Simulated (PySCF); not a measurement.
**BNH3F3 (SMILES [NH3+][B-](F)(F)F): HF/cc-pVDZ (density fitting with cc-pvtz-jkfit)**

What is the vertical ionisation energy of BNH3F3 at HF/cc-pVDZ (density fitting with cc-pvtz-jkfit)? 

The calculation is run with PySCF 2.14.0.

2 further runs of the same task are left out: 2 set aside as unsound or not needed.

## Step 1: The molecule

The species is BNH3F3 (8 atoms), meant as a singlet with charge 0. SMILES: `[NH3+][B-](F)(F)F`. The coordinates come from a PBE0-D4/def2-TZVP relaxation.

Bond lengths: N1–B2 1.674 Å, B2–F3 1.368 Å, B2–F4 1.368 Å, B2–F5 1.368 Å, N1–H6 1.015 Å, N1–H7 1.015 Å, N1–H8 1.015 Å. Some angles: N1–B2–F3 104.1°, N1–B2–F4 104.1°, N1–B2–F5 104.1°, F3–B2–F4 114.2°, F3–B2–F5 114.2°, F4–B2–F5 114.2°, B2–N1–H6 110.1°, B2–N1–H7 110.1°, B2–N1–H8 110.1°, H6–N1–H7 108.9°.

## Step 2: The energy at HF/cc-pVDZ (density fitting with cc-pvtz-jkfit)

geometry.xyz reads:

```xyz
8
BF3H3N
N     -0.501800    -0.052400     0.645700
B      0.531500     0.038700    -0.668100
F      1.521100    -0.860400    -0.378100
F     -0.251400    -0.312100    -1.733900
F      0.943600     1.343300    -0.679400
H     -1.280300     0.587300     0.522000
H     -0.006300     0.194600     1.496700
H     -0.864300    -0.996100     0.739300
```

input.py reads:

```python
# [NH3+][B-](F)(F)F
from pyscf import gto

system = gto.Mole()
system.atom = 'geometry.xyz'
system.charge = 0
system.verbose = 3
system.basis = 'cc-pvdz'
system.max_memory = 1860
system.build()

hf = system.RHF()
hf = hf.density_fit(auxbasis='cc-pvtz-jkfit')
hf.conv_tol = 1e-10
hf.kernel()
if not hf.converged:
    hf = hf.newton().run(hf.mo_coeff, hf.mo_occ)

energy = hf.e_tot
print('Final energy', energy)
```

Command:

```
$ OMP_NUM_THREADS=1 python input.py
```

Log:

```text
converged SCF energy = -379.43267108626
Final energy -379.4326710862596
```

It took 1.4 s on 1 thread of Arm Neoverse V1, shared host; peak memory 0.15 GiB.

## Step 3: The doublet cation, same level

input.py reads:

```python
from pyscf import gto, scf

mol = gto.M(
    atom='''
N       -0.501800      -0.052400       0.645700
B        0.531500       0.038700      -0.668100
F        1.521100      -0.860400      -0.378100
F       -0.251400      -0.312100      -1.733900
F        0.943600       1.343300      -0.679400
H       -1.280300       0.587300       0.522000
H       -0.006300       0.194600       1.496700
H       -0.864300      -0.996100       0.739300
''',
    basis='cc-pvdz',
    max_memory=1860,
    verbose=3,
    spin=1,
    charge=1,
)

hf = scf.UHF(mol)
hf = hf.density_fit(auxbasis='cc-pvtz-jkfit')
hf.conv_tol = 1e-10
hf.kernel()
if not hf.converged:
    hf = hf.newton().run(hf.mo_coeff, hf.mo_occ)

etot = hf.e_tot
print('Final energy', etot)
```

Command:

```
$ OMP_NUM_THREADS=1 python input.py
```

Log:

```text
converged SCF energy = -378.939850451699  <S^2> = 0.77539716  2S+1 = 2.0252379
Final energy -378.9398504516995
```

Run time: 2.4 s. Hardware: 1 thread of Arm Neoverse V1, shared host; peak memory 0.14 GiB.

## Step 4: Summary of results

Level: HF/cc-pVDZ (density fitting with cc-pvtz-jkfit).

| quantity | value |
| --- | --- |
| singlet BNH3F3: total energy | -379.43267 Eh |
| singlet BNH3F3: dipole moment | 6.48 D |
| singlet BNH3F3: HOMO energy | -14.96 eV |
| singlet BNH3F3: LUMO energy | 3.55 eV |
| singlet BNH3F3: HOMO–LUMO gap | 18.51 eV |
| doublet cation: total energy | -378.93985 Eh |
| doublet cation: HOMO energy (highest over α and β) | -22.11 eV |
| doublet cation: LUMO energy (lowest over α and β) | -11.84 eV |
| doublet cation: ⟨S²⟩ | 0.775 |
| vertical ionisation energy (to the doublet cation) | 13.410 eV |

In words: Removing an electron at fixed nuclei costs 13.41 eV (309 kcal/mol). The negative HOMO energy of the first species, 14.96 eV, lies 1.55 eV above that difference. Mulliken charges (singlet BNH3F3) run from -0.32 on F4 to +0.55 on B2; they depend strongly on the basis.
